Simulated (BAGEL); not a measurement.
# AlHBrF (SMILES [F][AlH][Br]) at PBE0/cc-pVDZ (density fitting with qzvpp-jkfit)

What is the energy change on altering one bond length of AlHBrF at PBE0/cc-pVDZ (density fitting with qzvpp-jkfit)? 

The calculation is run with BAGEL 1.2.2.

8 further runs of the same task are left out: 2 for a known fault of the program, 5 that didn't finish, 1 set aside as unsound or not needed.

**1. The molecule**

AlHBrF: 4 atoms, total charge 0, spin state singlet. SMILES: `[F][AlH][Br]`. The coordinates come from a PBE0-D4/def2-TZVP relaxation.

Bond lengths: F1–Al2 1.641 Å, Al2–Br3 2.237 Å, Al2–H4 1.563 Å. Angles: F1–Al2–Br3 117.7°, F1–Al2–H4 119.7°, Br3–Al2–H4 122.6°.

**2. A single-point energy at PBE0/cc-pVDZ (density fitting with qzvpp-jkfit)**

The input, dft.json:

```json
{ "bagel": [

{
  "title": "molecule",
  "basis": "cc-pvdz.json",
  "df_basis": "qzvpp-jkfit",
  "angstrom": true,
  "geometry": [
    { "atom": "F", "xyz": [    0.779100,   -0.805100,    1.280100 ] },
    { "atom": "Al", "xyz": [    0.132300,    0.076200,    0.056400 ] },
    { "atom": "Br", "xyz": [   -1.566600,   -0.822700,   -1.088000 ] },
    { "atom": "H", "xyz": [    0.710500,    1.491300,   -0.268800 ] }
  ]
},
{
  "title": "ks",
  "xc_func": "pbe0"
},
{
  "title": "print",
  "file": "orbitals.molden",
  "orbitals": true
}

]}
```

The basis set cc-pVDZ is read from a file made from the Basis Set Exchange's data (not shown).

Started as:

```console
$ BAGEL_NUM_THREADS=1 BAGEL dft.json > dft.out
```

Output:

```text
* using 1 threads per process

  ===============================================================
  ===============================================================

  *** Geometry ***

  { "atom" : "F", "xyz" : [      1.472286,     -1.521419,      2.419038 ] },
  { "atom" : "Al", "xyz" : [      0.250011,      0.143997,      0.106581 ] },
  { "atom" : "Br", "xyz" : [     -2.960445,     -1.554678,     -2.056022 ] },
  { "atom" : "H", "xyz" : [      1.342650,      2.818149,     -0.507958 ] },

  Number of auxiliary basis functions:      489

  Since a DF basis is specified, we compute 2- and 3-index integrals:
    o Being stored without compression. Storage requirement is 0.016 GB

  Number of basis functions:       64
  Number of electrons      :       58

    * METHOD: MOLECULE                             0.19

  *** Kohn-Sham DFT ***

    * Removing 5465 points whose weight is below 1.00e-10
    * Grid points: 54159

  === Nuclear Repulsion ===
   207.0286008445

       - DIIS with orbital gradients will be used.

  === KS iteration (pbe0 / cc-pvdz.json) ===
      0      -2861.64970417          0.07011807           0.19
      1      -2621.27046478          0.76935568           0.16
      2      -2798.14109294          0.17088828           0.16
      3      -2483.42029831          0.42705463           0.15
      4      -2752.79409461          0.29651644           0.16
      5      -2898.27402187          0.09471367           0.16
      6      -2891.36481736          0.12870412           0.16
      7      -2916.04314268          0.03121846           0.15
      8      -2915.97798802          0.04204940           0.15
      9      -2916.57656177          0.00869122           0.15
     10      -2916.61899063          0.00162417           0.16
     11      -2916.61966883          0.00108123           0.15
     12      -2916.62020833          0.00004398           0.15
     13      -2916.62020921          0.00001272           0.16
     14      -2916.62020925          0.00000642           0.16
     15      -2916.62020927          0.00000142           0.16
     16      -2916.62020927          0.00000036           0.16
     17      -2916.62020927          0.00000024           0.16
     18      -2916.62020927          0.00000004           0.16
     19      -2916.62020927          0.00000001           0.15
    * SCF iteration converged.

    * Permanent dipole moment:
           (   -0.058951,    -0.440839,     0.223941) a.u.

    * METHOD: KS                                   3.34

    * METHOD: PRINT                                0.01

  ===============================================================
```

Run time: 3.9 s. Hardware: 1 thread of Arm Neoverse V2, shared host; peak memory 0.22 GiB.

**3. The distorted shape, same level**

The input, input.json:

```json
{ "bagel": [

{
  "title": "molecule",
  "basis": "cc-pvdz.json",
  "df_basis": "qzvpp-jkfit",
  "angstrom": "true",
  "geometry": [
    { "atom": "F", "xyz": [    1.102493,   -1.245741,    1.891937 ] },
    { "atom": "Al", "xyz": [    0.132300,    0.076200,    0.056400 ] },
    { "atom": "Br", "xyz": [   -1.566600,   -0.822700,   -1.088000 ] },
    { "atom": "H", "xyz": [    0.710500,    1.491300,   -0.268800 ] }
  ]
},
{ "title": "ks", "xc_func": "pbe0" },
{ "title": "print", "file": "orbitals.molden", "orbitals": "true" }

]}
```

The basis set cc-pVDZ is read from a file made from the Basis Set Exchange's data (not shown).

Started as:

```console
$ BAGEL_NUM_THREADS=1 BAGEL input.json > input.out
```

Output:

```text
* using 1 threads per process

  ===============================================================
  ===============================================================

  *** Geometry ***

  { "atom" : "F", "xyz" : [      2.083410,     -2.354109,      3.575243 ] },
  { "atom" : "Al", "xyz" : [      0.250011,      0.143997,      0.106581 ] },
  { "atom" : "Br", "xyz" : [     -2.960445,     -1.554678,     -2.056022 ] },
  { "atom" : "H", "xyz" : [      1.342650,      2.818149,     -0.507958 ] },

  Number of auxiliary basis functions:      489

  Since a DF basis is specified, we compute 2- and 3-index integrals:
    o Being stored without compression. Storage requirement is 0.016 GB

  Number of basis functions:       64
  Number of electrons      :       58

    * METHOD: MOLECULE                             0.17

  *** Kohn-Sham DFT ***

    * Removing 4870 points whose weight is below 1.00e-10
    * Grid points: 54754

  === Nuclear Repulsion ===
   185.5175398582

       - DIIS with orbital gradients will be used.

  === KS iteration (pbe0 / cc-pvdz.json) ===
      0      -2862.17158116          0.06403566           0.17
      1      -2571.29936914          0.28889512           0.14
      2      -2804.64705420          0.10153195           0.14
      3      -2742.36428244          0.18718218           0.14
      4      -2895.01255976          0.08716745           0.14
      5      -2910.20277101          0.06107977           0.14
      6      -2916.13468741          0.02242668           0.14
      7      -2915.82608092          0.04233105           0.14
      8      -2916.49735038          0.00452225           0.14
      9      -2916.50641522          0.00258920           0.14
     10      -2916.50973577          0.00175888           0.14
     11      -2916.51138078          0.00022967           0.14
     12      -2916.51140972          0.00001783           0.14
     13      -2916.51140990          0.00000402           0.14
     14      -2916.51140992          0.00000140           0.14
     15      -2916.51140992          0.00000062           0.14
     16      -2916.51140992          0.00000046           0.14
     17      -2916.51140992          0.00000025           0.14
     18      -2916.51140992          0.00000006           0.14
     19      -2916.51140992          0.00000001           0.14
    * SCF iteration converged.

    * Permanent dipole moment:
           (    0.505935,    -1.024432,     1.172846) a.u.

    * METHOD: KS                                   2.95

    * METHOD: PRINT                                0.01

  ===============================================================
```

Wall time 3.3 s (1 thread of Arm Neoverse V2, shared host); peak memory 0.23 GiB.

**4. Outcome**

Level: PBE0/cc-pVDZ (density fitting with qzvpp-jkfit).

```
                                                          quantity           value
                                         first shape: total energy  -2916.62021 Eh
                                        first shape: dipole moment          1.27 D
                                          first shape: HOMO energy        -8.80 eV
                                          first shape: LUMO energy        -1.26 eV
                                        first shape: HOMO–LUMO gap         7.54 eV
                                     distorted shape: total energy  -2916.51141 Eh
                                    distorted shape: dipole moment          4.16 D
                                      distorted shape: HOMO energy        -8.07 eV
                                      distorted shape: LUMO energy        -2.57 eV
                                    distorted shape: HOMO–LUMO gap         5.50 eV
energy change with the F1–Al2 bond stretched from 1.641 to 2.461 Å        2.961 eV
```

In words: With the F1–Al2 bond stretched from 1.641 to 2.461 Å the energy rises by 2.96 eV (68 kcal/mol). The first shape isn't relaxed at this level, so the change isn't measured from a minimum.
